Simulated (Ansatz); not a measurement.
# Pt: the cost of one run

Program: Ansatz 0.2.0. Level of theory: DFT r2SCAN, scalar-relativistic, plane waves, PAW. These are calculated values, not measurements.

1 further run of the same task is left out (set aside as unsound or not needed).

### Step 1. Starting point

It takes space group F-43m (No. 216, cubic). Conventional cell: a = 5.388 Å, b = 5.388 Å, c = 5.388 Å, α = 90.00°, β = 90.00°, γ = 90.00°. Zn (site symmetry -43m) is surrounded by 4 S at 2.33 Å. S (site symmetry -43m) is surrounded by 4 Zn at 2.33 Å.

Structure file:

```
CELL_PARAMETERS angstrom
0.00000 2.69420 2.69420
2.69420 0.00000 2.69420
2.69420 2.69420 0.00000
ATOMIC_POSITIONS crystal
Zn 0.00000 0.00000 0.00000
S 0.75000 0.75000 0.75000
```

It goes back to an entry of the Materials Project.

It is the result of an earlier relaxation at this level (volume 19.56 Å³/atom; gap on the mesh: 2.70 eV).

### Step 2. The film's bulk on the base's lattice

The (100) plane of Pt is fitted to the (100) plane of ZnS, a strain of -3.3 % along x and -3.3 % along y; the third vector and the atoms relax.

File input.yaml:

```yaml
crystal:
  lattice:
    - [3.8101770359, 0.0, 0.0]
    - [0.0, 3.8101770359, 0.0]
    - [-1.905088518, 0.0, 2.0510699774]
  atoms:
    - { symbol: Pt, position: [0.0, 0.0, 0.0] }
    - { symbol: Pt, position: [0.5, 0.5, 0.0] }
basis:
  ecutwfc: 500
kpoints:
  mp_grid: { grid: [9, 9, 17] }
hamiltonian:
  xc: r2scan
scf:
  occupations: { method: gaussian, width: 0.1 }
output:
  forces: true
  stress: true
  eigenvalues: true
relax:
  adjacent_minimum: "off"
  f_tol: 0.01
  max_steps: 50
  cell: { fix: [a, b, gamma], stress_tol: 0.1 }
```

Run with:

```bash
$ ansatz run input.yaml --threads 8 --pin off --max-ram 20480MiB --backend cpu --events-out ev --progress --plain --runs-dir out
```

**Question.** How long does this run take on 8 threads of AMD EPYC (Zen 3), shared host, and how much memory does it need?

About 44 s, with a peak of 0.72 GiB.
